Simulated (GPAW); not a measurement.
The system is Al3Cu.

```
Cu Al
1.0
     3.92415    0.00000    0.00000
     0.00000    3.92415    0.00000
     0.00000    0.00000    3.92415
Cu Al
1 3
Cartesian
  0.0000 0.0000 0.0000
  1.9621 1.9621 0.0000
  1.9621 0.0000 1.9621
  0.0000 1.9621 1.9621
```

The cell comes from a database or a generator and needn't be the stable form of this composition.

| Item | Value |
| --- | --- |
| Program | GPAW 26.7.0 |
| Task | single point |
| Functional | PBEsol |
| Potentials or basis | PAW data sets generated in the run's folder for this functional |
| Cutoff | 600 eV |
| Basis | pw |
| k mesh | 7 × 7 × 7 |
| Occupations | fermi-dirac, width 0.05 eV |
| Spin | no spin polarisation |

On this cell: pressure -2.0 GPa; largest force zero by symmetry; band gap on the k mesh none (metal or under the smearing width).

The same run follows on a disturbed copy (atoms moved at random, drawn with an rms of 0.05 Å):

```
CELL_PARAMETERS angstrom
3.92415 0.00000 0.00000
0.00000 3.92415 0.00000
0.00000 0.00000 3.92415
ATOMIC_POSITIONS crystal
Cu 0.00230 0.99990 0.99342
Al 0.49833 0.49901 0.99703
Al 0.49636 0.99928 0.50030
Al 0.99931 0.50120 0.50511
```

**Question.** What does the disturbed cell give?

**Answer.** The energy (extrapolated to zero smearing) moves by +1.0 meV/atom; pressure -2.0 GPa; largest force 0.166 eV/Å; band gap on the k mesh none (metal or under the smearing width).

Forces in eV/Å, atoms in the order of the input:
```
Cu  -0.034  0.003  0.066
Al   0.029  0.006  0.159
Al   0.062  0.021 -0.073
Al  -0.058 -0.030 -0.153
```

Caveats: with this Cu data set, volumes or pressures lay over 1.5 % or 2 GPa off other programs in two to four cells of ten.
